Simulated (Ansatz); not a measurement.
**CH6ClNSSi: one species, many methods**

The task here is to estimate one member of a computed series from the others.

Computed with Ansatz 0.2.0, Gaussian basis. Level: functionals in def2-TZVPP, the program's frozen cores in correlated methods.

The runs, in order: PBE-D4, r2SCAN-D4, PBE0-D4, B3LYP-D4, ωB97X-V, ωB97M-V, B2PLYP; CCSD(T)/def2-TZVPP; MP2/def2-QZVPP; extrapolation to the limit.

## Structure used throughout

The geometry comes from an earlier relaxation with PBE0-D4 in a triple-zeta def2 set; it is a stationary point, not always the lowest conformer.

SMILES `NC(S)[SiH2]Cl`, 11 atoms, charge 0, spin multiplicity 1.

Atoms are counted from 1 here; the program's logs count them from 0.

Bond lengths: N1–C2 1.453 Å, N1–H6 1.014 Å, N1–H7 1.015 Å, C2–S3 1.805 Å, C2–Si4 1.897 Å, C2–H8 1.095 Å, S3–H9 1.345 Å, Si4–Cl5 2.063 Å, Si4–H10 1.483 Å, Si4–H11 1.481 Å. Angles: C2–N1–H6 110.4°, C2–N1–H7 110.5°, H6–N1–H7 107.9°, N1–C2–S3 111.5°, N1–C2–Si4 116.1°, N1–C2–H8 108.5°, S3–C2–Si4 105.5°, S3–C2–H8 107.9°, Si4–C2–H8 107.0°, C2–S3–H9 97.1°, C2–Si4–Cl5 106.7°, C2–Si4–H10 110.4°, C2–Si4–H11 112.8°, Cl5–Si4–H10 107.7°, Cl5–Si4–H11 107.7°, H10–Si4–H11 111.4°.

The first run:

in.yaml reads:

```yaml
crystal:
  periodic: [false, false, false]
  atoms:
    - {symbol: N, position_ang: [0.124449, 1.112465, 1.056156]}
    - {symbol: C, position_ang: [-0.193796, -0.188213, 0.491669]}
    - {symbol: S, position_ang: [0.916768, -1.468188, 1.114279]}
    - {symbol: Si, position_ang: [-0.109535, -0.321885, -1.399146]}
    - {symbol: Cl, position_ang: [-1.120080, 1.310675, -2.153177]}
    - {symbol: H, position_ang: [1.095855, 1.344190, 0.882255]}
    - {symbol: H, position_ang: [-0.449873, 1.834039, 0.631743]}
    - {symbol: H, position_ang: [-1.213894, -0.454955, 0.785475]}
    - {symbol: H, position_ang: [0.490751, -1.450971, 2.389920]}
    - {symbol: H, position_ang: [1.297047, -0.233313, -1.860616]}
    - {symbol: H, position_ang: [-0.772190, -1.540745, -1.917858]}
basis:
  gaussian: {orbitals: def2-TZVPP}
hamiltonian: {xc: pbe, dispersion: d4}
output: {forces: true, orbitals: {seedname: orbitals}}
```

On the command line:

```sh
$ ansatz run in.yaml --threads 4 --pin off --events-out ev --progress --plain --max-ram 10444MiB
```

Among the steps run: PBE-D4 (GGA); r2SCAN-D4 (meta-GGA); PBE0-D4 (hybrid); B3LYP-D4 (hybrid); ωB97X-V (range-separated); ωB97M-V (range-separated); B2PLYP (double hybrid); CCSD(T) in def2-TZVPP; MP2 in def2-QZVPP.

One of the session's tables, all rows but one given; the rest of the session is left out.

It belongs to the step «Atomisation energies». 

| method | atomisation energy (eV) |
| --- | --- |
| PBE-D4 | 38.172 |
| r2SCAN-D4 | 37.521 |
| PBE0-D4 | 37.551 |
| B3LYP-D4 | 37.439 |
| ωB97X-V | 37.801 |
| ωB97M-V | 37.779 |
| B2PLYP | 36.896 |
| HF/def2-TZVPP | 26.284 |
| MP2/def2-TZVPP | 36.808 |
| CCSD/def2-TZVPP | 35.695 |
| CCSD(T)/def2-TZVPP | 36.321 |
| MP2/CBS | 38.039 |
| CCSD(T)/CBS | ? |

**Question.** Estimate the row for CCSD(T)/CBS.

**Answer.** atomisation energy (eV): 37.553. In the column «atomisation energy (eV)» it lies between PBE0-D4 (37.551) and ωB97M-V (37.779).
